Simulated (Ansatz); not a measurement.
# UMP2/STO-3G run of SiHF2 (SMILES F[SiH]F)

Aim: the electronic atomisation energy of SiHF2 at UMP2/STO-3G, from 4 runs. 

The calculation is run with Ansatz 0.2.0.

66 further runs of the same task are left out: 9 that didn't finish, 57 set aside as unsound or not needed.

**1. The system as given**

SiHF2: 4 atoms, total charge 0, spin state doublet. SMILES: `F[SiH]F`. The coordinates come from a GFN2-xTB relaxation.

Bond lengths: F1–Si2 1.606 Å, Si2–F3 1.606 Å, Si2–H4 1.439 Å. Angles: F1–Si2–F3 100.4°, F1–Si2–H4 108.7°, F3–Si2–H4 108.6°.

**2. The energy at UMP2/STO-3G**

Input file job.yaml:

```yaml
crystal:
  periodic: [false, false, false]
  atoms:
    - {symbol: F, position_ang: [1.226950, 0.652980, -0.410280]}
    - {symbol: Si, position_ang: [-0.028060, -0.342890, -0.301090]}
    - {symbol: F, position_ang: [-1.234200, 0.716240, -0.252780]}
    - {symbol: H, position_ang: [0.035310, -1.026330, 0.964150]}
basis:
  gaussian: {orbitals: STO-3G}
magnetization: {spin_polarized: true, initial_magnetization: 1}
correlation: {method: mp2, frozen_orbitals: {F: 1, H: 0, Si: 5}}
accuracy: high
```

Launch:

```bash
$ ansatz run job.yaml --threads 1 --pin off --max-ram 2610MiB --events-out events.jsonl --progress --plain --runs-dir runs
```

Log:

```text
Warning: RAYON_NUM_THREADS=1 ignored (pool sized by the plan → 1); use --threads N
Functional definition: HF
  name "HF"
  exchange = exact_x
  correlation = 0
361 factors; integrals over basis functions are off by at most 3.0e-8 eV
mean field evaluation 1: about -13119.8864 eV, gradient 1.5e1 eV
mean field evaluation 2: about -13119.9446 eV, gradient 1.5e1 eV
mean field evaluation 4: about -13122.3385 eV, gradient 1.3e0 eV
mean field evaluation 8: about -13122.3769 eV, gradient 1.7e-2 eV
mean field -13122.37685845 eV, -482.2384548817 hartree, gradient 1.5e-8 eV, S^2 0.754549; 0 other end points of the search recorded, 0 dependent functions left out
7 core orbitals not correlated: weight in the atoms' cores, before any rotation towards them, 1.000 or more for the frozen orbitals, at most 0.000 for the correlated occupied ones
reference -13122.37685845 eV, -482.2384548817 hartree; 10, 9 occupied and 3, 4 virtual orbitals, 361 factors
second order -1.60135792 eV of doubles, -0.00000000 eV of singles
Total energy: -13123.97821637 eV, -482.2973036998 hartree
```

Run time: 0.12 s. Hardware: 1 thread of Intel Xeon 6975P-C (Granite Rapids), shared host.

**3. The F atom at the same level**

Input file run.yaml:

```yaml
crystal:
  periodic: [false, false, false]
  atoms:
    - {symbol: F, position_ang: [0.000000, 0.000000, 0.000000]}
basis:
  gaussian: {orbitals: STO-3G}
magnetization: {spin_polarized: true, initial_magnetization: 1}
correlation: {method: mp2, frozen_orbitals: {F: 1}}
accuracy: high
```

Run the same way, it converges to -97.98651 Eh (log not shown).

**4. The H atom: the energy at UHF/STO-3G**

Input file input.yaml:

```yaml
crystal:
  periodic: [false, false, false]
  atoms:
    - {symbol: H, position_ang: [0.000000, 0.000000, 0.000000]}
basis:
  gaussian:
    orbitals: STO-3G
magnetization:
  spin_polarized: true
  initial_magnetization: 1
hamiltonian:
  xc: hf
accuracy: high
```

Launch:

```bash
$ ansatz run input.yaml --threads 1 --pin off --max-ram 2610MiB --events-out events.jsonl --progress --plain --runs-dir runs
```

Log:

```text
Warning: RAYON_NUM_THREADS=1 ignored (pool sized by the plan → 1); use --threads N
[... 4 set-up lines as earlier in the session ...]
1 factors; integrals over basis functions are off by at most 4.6e-10 eV
mean field evaluation 1: about -12.6963 eV, gradient 0.0e0 eV
mean field evaluation 2: about -12.6963 eV, gradient 0.0e0 eV
mean field -12.69633895 eV, -0.4665818504 hartree, gradient 0.0e0 eV, S^2 0.750000; 0 other end points of the search recorded, 0 dependent functions left out
reference -12.69633895 eV, -0.4665818504 hartree; 1, 0 occupied and 0, 1 virtual orbitals, 1 factors
Total energy: -12.69633895 eV, -0.4665818504 hartree
```

Wall time 0.04 s (1 thread of Intel Xeon 6975P-C (Granite Rapids), shared host).

**5. The Si atom**

Input file molecule.yaml:

```yaml
crystal:
  periodic: [false, false, false]
  atoms:
    - {symbol: Si, position_ang: [0.000000, 0.000000, 0.000000]}
basis:
  gaussian:
    orbitals: STO-3G
magnetization:
  spin_polarized: true
  initial_magnetization: 2
correlation:
  method: mp2
  frozen_orbitals: {Si: 5}
accuracy: high
```

Run the same way, it converges to -285.47352 Eh (log not shown).

**6. Summary of results**

At UMP2/STO-3G, 7 core orbitals frozen:

| quantity | value |
| --- | --- |
| molecule: total energy | -482.29730 Eh |
| molecule: correlation energy (7 core orbitals frozen) | -58.8 mEh |
| molecule: ⟨S²⟩ of the reference determinant | 0.755 |
| F atom: total energy | -97.98651 Eh |
| F atom: correlation energy (1 core orbital frozen) | 0.0 mEh |
| F atom: ⟨S²⟩ of the reference determinant | 0.750 |
| H atom: total energy | -0.46658 Eh |
| H atom: ⟨S²⟩ | 0.750 |
| Si atom: total energy | -285.47352 Eh |
| Si atom: correlation energy (5 core orbitals frozen) | -7.3 mEh |
| Si atom: ⟨S²⟩ of the reference determinant | 2.000 |
| electronic atomisation energy | 10.455 eV |

In words: Taking the molecule apart into free atoms costs 10.45 eV (241 kcal/mol), before zero-point energy and without spin-orbit coupling. In a minimal basis such a difference can be off by several eV, whatever the method.
